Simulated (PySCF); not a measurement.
# CH8GeSi: the cost of one run

The runs use PySCF 2.14.0, with density-fitted response routines of our own; the level of theory stands in each step. All values are computed, except where a source is named. Atoms count from 0, in the outputs and in this text.

## Step 1: The molecule as given

11 atoms, charge 0, multiplicity 1; geometry from: GFN2-xTB. The atoms were then displaced at random by about 0.01 Å, so the start is not that level's minimum.

Bonds of the start (Å): Si0–C1 1.90, C1–Ge2 1.98, Si0–H3 1.47, Si0–H4 1.49, Si0–H5 1.47, C1–H6 1.09, C1–H7 1.09, Ge2–H8 1.48, Ge2–H9 1.51, Ge2–H10 1.49.

## Step 2: Geometry optimisation at PBE0-D3(BJ)/def2-SVP

What the job is given:

```
{"job": {"xc": "PBE0", "basis": "def2-SVP", "d3": "d3bj", "grid": 1, "shake": 0.01, "kind": "geom"}, "charge": 0, "multiplicity": 1}
Si     1.517420     0.648350     0.009210
C      0.247870    -0.761060    -0.137100
Ge    -1.631820    -0.184840     0.064340
H      2.881570     0.134180    -0.170620
H      1.222830     1.657090    -1.050670
H      1.376130     1.304390     1.322150
H      0.483310    -1.512050     0.622160
H      0.379360    -1.240690    -1.108030
H     -2.009340     0.821310    -0.948950
H     -1.856870     0.447990     1.416580
H     -2.572350    -1.340490    -0.034750
```

Run with:

```
$ OMP_NUM_THREADS=1 python probes_run.py task.json out
```

One launch serves the whole session: the jobs run in the order shown.

Q: Estimate the wall time and peak memory of this first job on 1 thread of Arm Neoverse V2, shared host.

About 17 s, with a peak of 0.43 GiB.
